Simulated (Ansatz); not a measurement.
# C₂H₆BFN₂: relaxing the structure

Aim: relax C₂H₆BFN₂ from a cheap starting geometry.

Method: RKS PBE0-D4/def2-TZVP; program: Ansatz 0.2.0, Gaussian basis.

The runs, in order: relaxation at PBE-D4/def2-SVP; relaxation at PBE0-D4/def2-TZVP.

1 further run of the same task is left out (set aside as unsound or not needed).

**1. The starting structure**

12 atoms, charge 0, spin multiplicity 1.

Atoms are counted from 1 here; the program's logs count them from 0.

Bond lengths: N1–C2 1.476 Å, N1–H7 1.036 Å, N1–H8 0.996 Å, C2–N3 1.447 Å, C2–B5 1.608 Å, C2–H9 1.156 Å, N3–C4 1.389 Å, N3–H10 1.080 Å, C4–B5 1.627 Å, C4–H11 1.053 Å, C4–H12 1.133 Å, B5–F6 1.468 Å. Angles: C2–N1–H7 107.7°, C2–N1–H8 108.1°, H7–N1–H8 111.6°, N1–C2–N3 109.7°, N1–C2–B5 114.6°, N1–C2–H9 109.9°, N3–C2–B5 93.8°, N3–C2–H9 115.3°, B5–C2–H9 112.8°, C2–N3–C4 92.3°, C2–N3–H10 106.2°, C4–N3–H10 106.9°, N3–C4–B5 95.3°, N3–C4–H11 119.4°, N3–C4–H12 109.1°, B5–C4–H11 111.3°, B5–C4–H12 106.4°, H11–C4–H12 113.3° and more.

The start is a force-field geometry with small random shifts, so a cheaper pass at PBE-D4/def2-SVP comes first.

**2. Relaxation at PBE-D4/def2-SVP (cheap first pass)**

in.yaml

```yaml
crystal:
  periodic: [false, false, false]
  atoms:
    - {symbol: N, position_ang: [-0.498000, -1.081400, 1.431500]}
    - {symbol: C, position_ang: [0.154600, 0.021800, 0.700600]}
    - {symbol: N, position_ang: [0.823900, -0.497700, -0.472700]}
    - {symbol: C, position_ang: [0.069800, 0.299900, -1.324400]}
    - {symbol: B, position_ang: [-0.849000, 0.947200, -0.148500]}
    - {symbol: F, position_ang: [-1.397200, 2.289500, 0.084200]}
    - {symbol: H, position_ang: [-1.015700, -1.653900, 0.740700]}
    - {symbol: H, position_ang: [0.210800, -1.611400, 1.888900]}
    - {symbol: H, position_ang: [0.822800, 0.629600, 1.422100]}
    - {symbol: H, position_ang: [1.822100, -0.085200, -0.457700]}
    - {symbol: H, position_ang: [0.548400, 1.046900, -1.891100]}
    - {symbol: H, position_ang: [-0.615700, -0.360500, -1.939700]}
basis:
  gaussian: {orbitals: def2-SVP}
hamiltonian: {xc: pbe, dispersion: d4}
relax: {f_tol: 0.03, max_steps: 200}
```

On the command line:

```sh
> ansatz run in.yaml --threads 4 --pin off --events-out ev --progress --plain --max-ram 10444MiB
```

The log of the run, cut to the lines that bear on the results:

```text
Functional definition: PBE
  name "PBE"
  cite "Perdew, Burke & Ernzerhof, Phys. Rev. Lett. 77, 3865 (1996) doi:10.1103/PhysRevLett.77.3865"
  parent pbe
[...]
1310 factors; their error is unknown
[...]
mean field -8527.11175871 eV, -313.3655772485 hartree, gradient 4.1e-5 eV, S^2 0.000000; 0 other end points of the search recorded, 0 dependent functions left out
[...]
reference -8527.11179353 eV, -313.3655785282 hartree; 23, 23 occupied and 91, 91 virtual orbitals, 1310 factors
relax step   1: F+E_penalty+E_count = -8527.34198934 eV  Δ(F+E_penalty+E_count) = +0.000e0 eV  max|allowed force component| = 4.975e0 eV/Å  Δτ_max = 0.0000 Å  (32 SCF iters, accepted)
[...]
relax step   6: F+E_penalty+E_count = -8529.00711278 eV  Δ(F+E_penalty+E_count) = -1.653e-3 eV  max|allowed force component| = 3.458e-2 eV/Å  Δτ_max = 0.0098 Å  (33 SCF iters, accepted)
[...]
relax step   7: F+E_penalty+E_count = -8529.00748696 eV  Δ(F+E_penalty+E_count) = -3.742e-4 eV  max|allowed force component| = 2.388e-2 eV/Å  Δτ_max = 0.0071 Å  (33 SCF iters, accepted)
1310 factors; their error is unknown
mean field -8528.78097159 eV, -313.4269196906 hartree, gradient 9.8e-6 eV, S^2 0.000000; 1 other end points of the search recorded, 0 dependent functions left out
[...]
reference -8528.78100718 eV, -313.4269209986 hartree; 23, 23 occupied and 91, 91 virtual orbitals, 1310 factors
Total energy: -8529.00752256 eV, -313.4352452850 hartree
Atom 0 at    -0.502351    -1.058113     1.562851 Å, force     0.006343     0.008572     0.017172 eV/Å
Atom 1 at     0.125584    -0.003389     0.810312 Å, force     0.002704    -0.013940     0.006568 eV/Å
Atom 2 at     0.849546    -0.380238    -0.467600 Å, force    -0.013354     0.023876     0.003202 eV/Å
Atom 3 at    -0.003161     0.371281    -1.451248 Å, force    -0.007092    -0.016252    -0.008509 eV/Å
Atom 4 at    -0.699807     0.959352    -0.158074 Å, force     0.004690    -0.008370     0.000957 eV/Å
Atom 5 at    -1.377694     2.081451     0.063130 Å, force     0.005294     0.004208    -0.001447 eV/Å
Atom 6 at    -1.107768    -1.617439     0.948968 Å, force    -0.008029    -0.010401    -0.010704 eV/Å
Atom 7 at     0.207799    -1.710597     1.923952 Å, force     0.000276     0.004373    -0.003279 eV/Å
Atom 8 at     0.779994     0.571179     1.511309 Å, force    -0.002505     0.004496     0.000234 eV/Å
Atom 9 at     1.838470    -0.101967    -0.486959 Å, force     0.008477    -0.006952    -0.002762 eV/Å
Atom 10 at     0.522237     1.130891    -2.075489 Å, force     0.000954     0.009418     0.002867 eV/Å
Atom 11 at    -0.556048    -0.297610    -2.147252 Å, force     0.002242     0.000973    -0.004300 eV/Å
Dipole moment:     0.313662    -0.111364    -0.169997 e Å
```

It took 17 s on 4 threads of Arm Neoverse N1, shared host.

Relaxation path: (the energy doesn't fall at every step)

```csv
step,energy from step 1 (eV),largest force component (eV/Å)
1,0.0000,4.9750
2,-1.3668,2.3471
3,-1.5959,1.3298
4,-1.5157,1.0002
5,-1.6635,0.1567
6,-1.6651,0.0346
7,-1.6655,0.0239
```

Close pairs (by a distance rule), those that changed most:

```
  bond  before (Å)  after (Å)  change (Å)
 B5–F6       1.468      1.329      -0.139
 N3–C4       1.389      1.503      +0.114
 C2–N3       1.447      1.516      +0.069
C4–H11       1.053      1.115      +0.062
N3–H10       1.080      1.028      -0.053
 C4–B5       1.627      1.582      -0.044
 C2–H9       1.156      1.118      -0.038
 N1–C2       1.476      1.440      -0.036
```

**3. Geometry optimisation, PBE0-D4/def2-TZVP**

in.yaml

```yaml
crystal:
  periodic: [false, false, false]
  atoms:
    - {symbol: N, position_ang: [-0.502351, -1.058113, 1.562851]}
    - {symbol: C, position_ang: [0.125584, -0.003389, 0.810312]}
    - {symbol: N, position_ang: [0.849546, -0.380238, -0.467600]}
    - {symbol: C, position_ang: [-0.003161, 0.371281, -1.451248]}
    - {symbol: B, position_ang: [-0.699807, 0.959352, -0.158074]}
    - {symbol: F, position_ang: [-1.377694, 2.081451, 0.063130]}
    - {symbol: H, position_ang: [-1.107768, -1.617439, 0.948968]}
    - {symbol: H, position_ang: [0.207799, -1.710597, 1.923952]}
    - {symbol: H, position_ang: [0.779994, 0.571179, 1.511309]}
    - {symbol: H, position_ang: [1.838470, -0.101967, -0.486959]}
    - {symbol: H, position_ang: [0.522237, 1.130891, -2.075489]}
    - {symbol: H, position_ang: [-0.556048, -0.297610, -2.147252]}
basis:
  gaussian: {orbitals: def2-TZVP}
hamiltonian: {xc: pbe0, dispersion: d4}
relax: {f_tol: 0.005, max_steps: 150}
```

The command is unchanged.

The log of the run, cut to the lines that bear on the results:

```text
Functional definition: PBE0
  name "PBE0"
  cite "Adamo & Barone, J. Chem. Phys. 110, 6158 (1999) doi:10.1063/1.478522"
  cite "Perdew, Burke & Ernzerhof, Phys. Rev. Lett. 77, 3865 (1996) doi:10.1103/PhysRevLett.77.3865"
  parent pbe
[...]
1259 factors; their error is unknown
[...]
mean field -8539.08493179 eV, -313.8055832435 hartree, gradient 4.3e-5 eV, S^2 0.000000; 0 other end points of the search recorded, 0 dependent functions left out
[...]
reference -8539.08496370 eV, -313.8055844164 hartree; 23, 23 occupied and 199, 199 virtual orbitals, 1259 factors
relax step   1: F+E_penalty+E_count = -8539.27426019 eV  Δ(F+E_penalty+E_count) = +0.000e0 eV  max|allowed force component| = 6.444e-1 eV/Å  Δτ_max = 0.0000 Å  (29 SCF iters, accepted)
[...]
Atom 2 at     0.646908    -0.549551    -0.583641 Å, force    -0.000749     0.001447     0.000473 eV/Å
Atom 3 at     0.109104     0.533656    -1.443958 Å, force    -0.001147    -0.000723     0.000807 eV/Å
Atom 4 at    -0.770071     0.911343    -0.195443 Å, force     0.000288     0.000183    -0.001803 eV/Å
Atom 5 at    -1.847661     1.632412    -0.003743 Å, force     0.000321    -0.000370     0.000402 eV/Å
Atom 6 at    -1.090423    -1.548180     1.252960 Å, force     0.000077    -0.000376     0.000046 eV/Å
Atom 7 at     0.311286    -1.512157     2.089584 Å, force    -0.000112    -0.000149    -0.000322 eV/Å
Atom 8 at     0.882782     0.599162     1.228970 Å, force    -0.000790    -0.000606    -0.000088 eV/Å
Atom 9 at     1.652423    -0.666487    -0.627851 Å, force    -0.000255    -0.000146    -0.000210 eV/Å
Atom 10 at     0.830470     1.317665    -1.715488 Å, force     0.000346     0.000388     0.000289 eV/Å
Atom 11 at    -0.366290     0.180746    -2.363514 Å, force     0.000329    -0.000317     0.000180 eV/Å
Dipole moment:     0.396707    -0.078519    -0.124558 e Å
```

It took 99 s on 4 threads of Arm Neoverse N1, shared host; peak memory 0.59 GiB.

Relaxation path: (the energy doesn't fall at every step)

```
step  energy from step 1 (eV)  largest force component (eV/Å)
   1                   0.0000                          0.6444
   2                  -0.0470                          0.3000
   3                  -0.0571                          0.0949
   4                  -0.0655                          0.4090
   5                  -0.0821                          0.7213
   6                  -0.1008                          0.4116
   7                  -0.1177                          0.3489
   8                  -0.0523                          1.5367
   9                  -0.1364                          0.2435
  10                  -0.1386                          0.1156
  11                  -0.1393                          0.0715
  12                  -0.1393                          0.0592
  13                  -0.1395                          0.0128
  14                  -0.1395                          0.0095
  15                  -0.1395                          0.0064
  16                  -0.1395                          0.0031
```

Close pairs (by a distance rule), those that changed most:

```csv
bond,before (Å),after (Å),change (Å)
N3–C4,1.503,1.484,-0.019
B5–F6,1.329,1.311,-0.019
C2–N3,1.516,1.498,-0.019
C4–H12,1.112,1.094,-0.019
N1–H8,1.030,1.012,-0.018
N1–H7,1.028,1.012,-0.016
C4–H11,1.115,1.099,-0.015
C2–H9,1.118,1.103,-0.015
```

Mulliken charges of the relaxed molecule (report file):

| atom | value (e) |
| --- | --- |
| N1 | -0.47 |
| C2 | -0.09 |
| N3 | -0.29 |
| C4 | -0.27 |
| B5 | 0.40 |
| F6 | -0.23 |
| H7 | 0.22 |
| H8 | 0.21 |
| H9 | 0.10 |
| H10 | 0.19 |
| H11 | 0.12 |
| H12 | 0.13 |

**4. Outcome**

| quantity | value |
| --- | --- |
| point group | C1 |
| steps | 7 + 16 |
| shift from the start (rms) | 0.443 Å |
| total energy | -8539.4138 eV |
| dispersion term | -190 meV |
| dipole moment | 2.03 D |

**Reading.** The atoms moved 0.44 Å (rms) from the start; the bond that changed most is B5–F6, from 1.468 to 1.311 Å. No vibrations were run, so it is not proven to be a minimum. The largest Mulliken charge, -0.47 e, sits on N1.
